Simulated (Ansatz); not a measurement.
Here is an Ansatz input file for CH5BClFSi, SMILES B[SiH2]C(F)Cl. Write the same calculation for the Python package.

```yaml
crystal:
  periodic: [false, false, false]
  atoms:
    - { symbol: B, position_ang: [-0.1524, 0.5918, 1.6975] }
    - { symbol: Si, position_ang: [-0.5526, 0.4304, -0.2128] }
    - { symbol: C, position_ang: [0.6187, -0.7945, -0.9575] }
    - { symbol: F, position_ang: [0.5569, -2.0145, -0.3393] }
    - { symbol: Cl, position_ang: [0.35, -0.9596, -2.706] }
    - { symbol: H, position_ang: [-0.8588, 1.392, 2.3287] }
    - { symbol: H, position_ang: [0.6952, 0.0232, 2.1996] }
    - { symbol: H, position_ang: [-1.8859, -0.0304, -0.415] }
    - { symbol: H, position_ang: [-0.3801, 1.7507, -0.8359] }
    - { symbol: H, position_ang: [1.6921, -0.4403, -0.7565] }
basis:
  gaussian:
    orbitals: def2-SVP
hamiltonian:
  xc: cam_b3lyp
relax:
  f_tol: 0.01
```

`opt.py`
```python
"""Geometry optimisation of CH5BClFSi."""

import itertools

import ansatz as az
from ase.data import atomic_numbers, covalent_radii
import numpy as np

ch5bclfsi = (
    az.Crystal.molecule()
    .atom("B", (-0.1524, 0.5918, 1.6975))
    .atom("Si", (-0.5526, 0.4304, -0.2128))
    .atom("C", (0.6187, -0.7945, -0.9575))
    .atom("F", (0.5569, -2.0145, -0.3393))
    .atom("Cl", (0.35, -0.9596, -2.706))
    .atom("H", (-0.8588, 1.392, 2.3287))
    .atom("H", (0.6952, 0.0232, 2.1996))
    .atom("H", (-1.8859, -0.0304, -0.415))
    .atom("H", (-0.3801, 1.7507, -0.8359))
    .atom("H", (1.6921, -0.4403, -0.7565))
)

calculation = (
    ch5bclfsi.calculation()
    .basis(gaussian="def2-SVP")  # atom-centred Gaussian functions
    .functional("CAM-B3LYP")
)
symbols = [site.symbol for site in ch5bclfsi.cartesian_sites]
start = np.array([site.position_ang for site in ch5bclfsi.cartesian_sites], dtype=float)
def progress(event):
    if event["event"] == "relax_step":
        row = event["data"]
        print(f"step {row['step']:3d}  E = {row['lagrangian_ev']:.6f} eV  largest force component {row['allowed_force_max_ev_ang']:.4f} eV/A")


r = calculation.relax(force_tolerance=0.01).session().plan().execute(on_event=progress).report
end = np.array(r["positions_ang"])

print(f"E = {r['free_energy_ev']:.6f} eV = {r['free_energy_ev'] / 27.211386246:.7f} Ha")
print("converged:", r["converged"], " doubts:", r["published_state_doubts"] or "none")

# pairs closer than 1.2 times the sum of covalent radii, before or after
radius = [covalent_radii[atomic_numbers[s]] for s in symbols]
span = lambda where, i, j: np.linalg.norm(where[i] - where[j])
bonded = [(i, j) for i, j in itertools.combinations(range(len(symbols)), 2) if min(span(start, i, j), span(end, i, j)) < 1.2 * (radius[i] + radius[j])]
print("pair        before    after (A)")
for i, j in bonded:
    print(f"{symbols[i]}{i}-{symbols[j]}{j}".ljust(10), f"{span(start, i, j):8.4f} {span(end, i, j):8.4f}")

charges = r["charge_distribution"]
print("dipole moment", round(4.803205 * float(np.linalg.norm(charges["dipole_moment_e_ang"])), 3), "D")
print("Mulliken:", [(s, round(q, 3)) for s, q in zip(symbols, charges["mulliken_charges_e"])])
```

```console
$ python opt.py
step   1  E = -24898.774741 eV  largest force component 2.2549 eV/A
step   2  E = -24899.029120 eV  largest force component 0.9430 eV/A
step   3  E = -24899.056383 eV  largest force component 0.1025 eV/A
step   4  E = -24899.057559 eV  largest force component 0.1739 eV/A
step   5  E = -24899.058699 eV  largest force component 0.0891 eV/A
step   6  E = -24899.059101 eV  largest force component 0.0875 eV/A
step   7  E = -24899.061237 eV  largest force component 0.0484 eV/A
step   8  E = -24899.061645 eV  largest force component 0.0341 eV/A
step   9  E = -24899.061822 eV  largest force component 0.0270 eV/A
step  10  E = -24899.061917 eV  largest force component 0.0178 eV/A
step  11  E = -24899.062058 eV  largest force component 0.0120 eV/A
step  12  E = -24899.061990 eV  largest force component 0.0356 eV/A
step  13  E = -24899.062090 eV  largest force component 0.0071 eV/A
step  14  E = -24899.062104 eV  largest force component 0.0026 eV/A
E = -24899.062231 eV = -915.0236598 Ha
converged: True  doubts: none
pair        before    after (A)
B0-Si1       1.9584   2.0123
B0-H5        1.2401   1.2053
B0-H6        1.1375   1.2048
Si1-C2       1.8512   1.9132
Si1-H7       1.4251   1.4875
Si1-H8       1.4701   1.4930
C2-F3        1.3691   1.3698
C2-Cl4       1.7767   1.7897
C2-H9        1.1481   1.1006
dipole moment 2.049 D
Mulliken: [('B', -0.027), ('Si', 0.369), ('C', 0.074), ('F', -0.232), ('Cl', -0.138), ('H', 0.005), ('H', 0.007), ('H', -0.058), ('H', -0.068), ('H', 0.07)]
```

What to keep in mind:
- The settings weren't tested for convergence.
- The end point is the stationary point reached from this start; no frequency run checks that it is a minimum, and the basis set is modest.
- The whole script took 93 s on 1 thread of Arm Neoverse V1, with other jobs on the host, peak memory 0.34 GiB.

(Lines on the test bed's own set-up are left out of the output.)
